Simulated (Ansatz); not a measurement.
**CH₅NOSi: one species, many methods**

One table from this session's results is given with a row withheld; the runs are named, their logs left out.

Method: functionals in def2-TZVPP, the program's frozen cores in correlated methods; program: Ansatz 0.2.0, Gaussian basis.

Plan: LDA (SPW92), PBE-D4, revPBE-D4, BLYP-D4, r2SCAN-D4, B97M-V, PBE0-D4, B3LYP-D4, r2SCANh-D4, r2SCAN0-D4, HSE06-D4, BHLYP-D4, CAM-B3LYP-D4, LC-ωPBE, ωB97X-V, ωB97M-V, B2PLYP, PBE-QIDH; CCSD(T)/def2-SVP; CCSD(T)/def2-TZVPP; MP2/def2-QZVPP; extrapolation to the limit; RPA on PBE.

### The relaxed structure

The geometry comes from an earlier relaxation with PBE0-D4 in a triple-zeta def2 set; it is a stationary point, not always the lowest conformer.

9 atoms, charge 0, spin multiplicity 1.

Atoms are counted from 1 here; the program's logs count them from 0.

Bond lengths: N1–Si2 1.717 Å, N1–H5 1.008 Å, N1–H6 1.009 Å, Si2–O4 1.652 Å, C3–O4 1.405 Å, C3–H7 1.096 Å, C3–H8 1.092 Å, C3–H9 1.096 Å. Angles: Si2–N1–H5 120.1°, Si2–N1–H6 128.2°, H5–N1–H6 111.8°, N1–Si2–O4 102.4°, O4–C3–H7 111.5°, O4–C3–H8 108.6°, O4–C3–H9 111.4°, H7–C3–H8 108.2°, H7–C3–H9 108.7°, H8–C3–H9 108.2°, Si2–O4–C3 130.3°.

The first run:

Contents of in.yaml:

```yaml
crystal:
  periodic: [false, false, false]
  atoms:
    - {symbol: N, position_ang: [-0.969231, 0.915643, 0.994741]}
    - {symbol: Si, position_ang: [-0.432925, -0.597463, 1.603964]}
    - {symbol: C, position_ang: [0.770244, -0.613983, -0.898204]}
    - {symbol: O, position_ang: [0.480177, -1.178671, 0.355742]}
    - {symbol: H, position_ang: [-1.559704, 1.506502, 1.559083]}
    - {symbol: H, position_ang: [-0.770037, 1.333174, 0.097816]}
    - {symbol: H, position_ang: [1.299055, 0.340276, -0.795367]}
    - {symbol: H, position_ang: [1.411983, -1.302518, -1.451007]}
    - {symbol: H, position_ang: [-0.141163, -0.449260, -1.483867]}
basis:
  gaussian: {orbitals: def2-TZVPP}
hamiltonian: {xc: lda}
output: {orbitals: {seedname: orbitals}}
```

Started as:

```bash
$ ansatz run in.yaml --threads 2 --pin off --events-out ev --progress --plain --max-ram 4352MiB
```

Steps of the session up to this table: LDA; PBE-D4 (GGA); revPBE-D4 (GGA); BLYP-D4 (GGA); r2SCAN-D4 (meta-GGA); B97M-V (meta-GGA); B3LYP-D4 (hybrid); r2SCANh-D4 (hybrid); r2SCAN0-D4 (hybrid); HSE06-D4 (hybrid); BHLYP-D4 (hybrid); CAM-B3LYP-D4 (range-separated); LC-ωPBE (range-separated); ωB97X-V (range-separated); ωB97M-V (range-separated); B2PLYP (double hybrid); PBE-QIDH (double hybrid).

One table of the session follows, with a row left open; its other results are not shown here.

It belongs to the step «Orbital energies across the functionals». 

```
  functional  HOMO (eV)  gap (eV)
 LDA (SPW92)      -5.66      4.09
      PBE-D4      -5.58      4.16
   revPBE-D4      -5.54      4.17
     BLYP-D4      -5.47      4.17
   r2SCAN-D4      -5.78      4.47
      B97M-V      -5.88      4.59
     PBE0-D4      -6.68      6.06
    B3LYP-D4      -6.50      5.69
  r2SCANh-D4      -6.18      5.19
  r2SCAN0-D4      -6.79      6.26
    HSE06-D4          ?         ?
    BHLYP-D4      -7.67      7.95
CAM-B3LYP-D4      -7.99      8.46
     LC-ωPBE      -9.28     10.82
     ωB97X-V      -8.97     10.43
     ωB97M-V      -8.83     10.16
```

Q: Estimate the row for HSE06-D4 from the others.

The run gave: HOMO (eV): -6.27; gap (eV): 5.28. In the column «HOMO (eV)» it lies between B3LYP-D4 (-6.50) and r2SCANh-D4 (-6.18).
